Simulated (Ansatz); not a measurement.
**C₃H₅Si radical: up Jacob's ladder to CCSD(T)**

How much do the methods differ for C₃H₅Si radical? The plan is to run it at one geometry with functionals of several rungs and with coupled cluster, and see how far each lands from CCSD(T) at the basis-set limit for the atomisation energy.

Program: Ansatz 0.2.0, Gaussian basis. Level of theory: functionals in def2-TZVPP, the program's frozen cores in correlated methods. These are calculated values, not measurements.

Plan: LDA (SPW92), PBE-D4, revPBE-D4, BLYP-D4, r2SCAN-D4, B97M-V, PBE0-D4, B3LYP-D4, r2SCANh-D4, r2SCAN0-D4, HSE06-D4, BHLYP-D4, CAM-B3LYP-D4, LC-ωPBE, ωB97X-V, ωB97M-V, B2PLYP, PBE-QIDH; CCSD(T)/def2-SVP; CCSD(T)/def2-TZVPP; MP2/def2-QZVPP; extrapolation to the limit; RPA on PBE.

## Step 1: Structure used throughout

The geometry comes from an earlier relaxation with PBE0-D4 in a triple-zeta def2 set; it is a stationary point, not always the lowest conformer.

SMILES `[C]#C[SiH2]C`, 9 atoms, charge 0, spin multiplicity 2.

Atoms are counted from 1 here; the program's logs count them from 0.

Bond lengths: C1–C2 1.213 Å, C2–Si3 1.834 Å, Si3–C4 1.863 Å, Si3–H5 1.485 Å, Si3–H6 1.485 Å, C4–H7 1.093 Å, C4–H8 1.092 Å, C4–H9 1.092 Å. Angles: C1–C2–Si3 178.4°, C2–Si3–C4 109.9°, C2–Si3–H5 107.5°, C2–Si3–H6 107.5°, C4–Si3–H5 111.4°, C4–Si3–H6 111.4°, H5–Si3–H6 109.0°, Si3–C4–H7 110.2°, Si3–C4–H8 110.7°, Si3–C4–H9 110.7°, H7–C4–H8 108.4°, H7–C4–H9 108.4°, H8–C4–H9 108.4°.

## Step 2: LDA

This LDA is Slater exchange with PW92 correlation.

Contents of in.yaml:

```yaml
crystal:
  periodic: [false, false, false]
  atoms:
    - {symbol: C, position_ang: [2.756546, -1.240332, -0.105396]}
    - {symbol: C, position_ang: [1.806426, -0.490478, -0.179919]}
    - {symbol: Si, position_ang: [0.339736, 0.606666, -0.275382]}
    - {symbol: C, position_ang: [-1.172337, -0.299819, 0.326431]}
    - {symbol: H, position_ang: [0.189986, 1.029037, -1.691016]}
    - {symbol: H, position_ang: [0.621777, 1.802411, 0.558602]}
    - {symbol: H, position_ang: [-2.049660, 0.349273, 0.270370]}
    - {symbol: H, position_ang: [-1.359500, -1.185482, -0.283880]}
    - {symbol: H, position_ang: [-1.044474, -0.617475, 1.363089]}
basis:
  gaussian: {orbitals: def2-TZVPP}
magnetization: {spin_polarized: true, initial_magnetization: 1}
hamiltonian: {xc: lda}
output: {orbitals: {seedname: orbitals}}
```

Launch:

```
ansatz run in.yaml --threads 4 --pin off --events-out ev --progress --plain --max-ram 10444MiB
```

The runs that follow: PBE-D4 (GGA); revPBE-D4 (GGA); BLYP-D4 (GGA); r2SCAN-D4 (meta-GGA); B97M-V (meta-GGA); PBE0-D4 (hybrid); B3LYP-D4 (hybrid); r2SCANh-D4 (hybrid); r2SCAN0-D4 (hybrid); HSE06-D4 (hybrid); BHLYP-D4 (hybrid); CAM-B3LYP-D4 (range-separated); LC-ωPBE (range-separated); ωB97X-V (range-separated); ωB97M-V (range-separated); B2PLYP (double hybrid); PBE-QIDH (double hybrid); CCSD(T) in def2-SVP; CCSD(T) in def2-TZVPP; MP2 in def2-QZVPP; RPA on PBE orbitals.

**Question.** What will the summary of the whole plan be? Wanted: atomisation energy, CCSD(T)/CBS; farthest beyond LDA; mean size of error, GGA; mean size of error, meta-GGA; mean size of error, hybrid; mean size of error, range-separated; mean size of error, double hybrid; gap, smallest and largest; T1 diagnostic.

The runs gave:

```
                               quantity                                                                                                         value
        atomisation energy, CCSD(T)/CBS                                                                                                 3300.5 kJ/mol
 functionals within 16.5 kJ/mol (0.5 %)  revPBE-D4, BLYP-D4, B97M-V, PBE0-D4, B3LYP-D4, r2SCANh-D4, CAM-B3LYP-D4, LC-ωPBE, ωB97X-V, ωB97M-V, PBE-QIDH
                    farthest beyond LDA                                                                                       BHLYP-D4 (-82.6 kJ/mol)
                mean size of error, GGA                                                                                                   24.7 kJ/mol
           mean size of error, meta-GGA                                                                                                   20.7 kJ/mol
             mean size of error, hybrid                                                                                                   25.1 kJ/mol
    mean size of error, range-separated                                                                                                    5.7 kJ/mol
      mean size of error, double hybrid                                                                                                   18.4 kJ/mol
              gap, smallest and largest                                                                      0.52 eV (LDA (SPW92)), 9.11 eV (LC-ωPBE)
                          T1 diagnostic                                                                                                        0.0450
triples share of the correlation energy                                                                                                         4.4 %
```

What this shows: The LDA atomisation energy is off by 440.0 kJ/mol (13 %): it overbinds. PBE-D4 misses by +69.8 kJ/mol. Double hybrids carry the basis error of their MP2 part in triple zeta, and no dispersion term here, so their miss is partly the set-up's. Taken by rung, range-separated functionals do best (5.7 kJ/mol on average) and hybrid ones worst beyond LDA (25.1 kJ/mol). GGA functionals lie within the reference's doubt of that worst mean (24.7 kJ/mol), so those two tie. The mean of the hybrids holds BHLYP, with half exact exchange. Misses under about 16.5 kJ/mol are within the doubt on the reference itself, which lacks core-valence correlation, relativity and higher excitations. Hartree-Fock recovers 75 % of the binding; the rest is correlation. CCSD(T) in def2-SVP is off by -158.0 kJ/mol, which most functionals beat. Orbital gaps span 0.5 to 9.1 eV; exact exchange widens them. The UHF reference is spin-contaminated (⟨S²⟩ = 1.15 against 0.75).
